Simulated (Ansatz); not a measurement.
# In2SbN: the cost of one run

Computed with Ansatz 0.2.0 (DFT PBE, scalar-relativistic, plane waves, PAW, unless a step's input says otherwise).

### 1 The structure to begin with

The structure is tetragonal, space group P4/mmm (No. 123). Conventional cell: a = 4.228 Å, b = 4.228 Å, c = 5.442 Å, α = 90.00°, β = 90.00°, γ = 90.00°. In (site symmetry 4mm) is surrounded by 1 N at 1.61 Å. Sb (site symmetry 4/mmm) is surrounded by 4 N at 2.99 Å and 8 In at 3.39 Å. N (site symmetry 4/mmm) has 2 In at 1.61 Å in its first shell of neighbours.

As a file:

```cif
data_structure
_symmetry_space_group_name_H-M 'P 1'
_symmetry_Int_Tables_number 1
_cell_length_a 4.2284
_cell_length_b 4.2284
_cell_length_c 5.4425
_cell_angle_alpha 90.000
_cell_angle_beta 90.000
_cell_angle_gamma 90.000
_cell_volume 97.31
loop_
_atom_site_label
_atom_site_type_symbol
_atom_site_fract_x
_atom_site_fract_y
_atom_site_fract_z
_atom_site_occupancy
In1 In 0.00000 0.00000 0.70485 1
In2 In 0.00000 0.00000 0.29515 1
Sb1 Sb 0.50000 0.50000 0.00000 1
N1 N 0.00000 0.00000 0.00000 1
```

The cell is invented: random cell by space group and Wyckoff sites (P4/mmm, No. 123). The dimensions are guesses.

### 2 Probe: one point on a coarse mesh

The input, input.yaml:

```yaml
crystal:
  lattice:
    - [4.22844837, 0.0, 0.0]
    - [0.0, 4.22844837, 0.0]
    - [0.0, 0.0, 5.44245084]
  atoms:
    - { symbol: In, position: [0.0, 0.0, 0.70484688] }
    - { symbol: In, position: [0.0, 0.0, 0.29515312] }
    - { symbol: Sb, position: [0.5, 0.5, 0.0] }
    - { symbol: "N", position: [0.0, 0.0, 0.0] }
basis:
  ecutwfc: 420
kpoints:
  mp_grid: { grid: [4, 4, 4] }
hamiltonian:
  xc: pbe
scf:
  occupations: { method: gaussian, width: 0.1 }
  lower_state_search: "off"
output:
  forces: true
  stress: true
  eigenvalues: true
```

Run with:

```
$ ansatz run input.yaml --threads 1 --pin off --max-ram 2560MiB --backend cpu --events-out ev --progress --plain --runs-dir out
```

What time and memory should one allow on 1 thread of Intel Xeon at 2.50GHz (Skylake/Cascade Lake), shared host?

About 5.8 s, with a peak of 0.4 GiB.
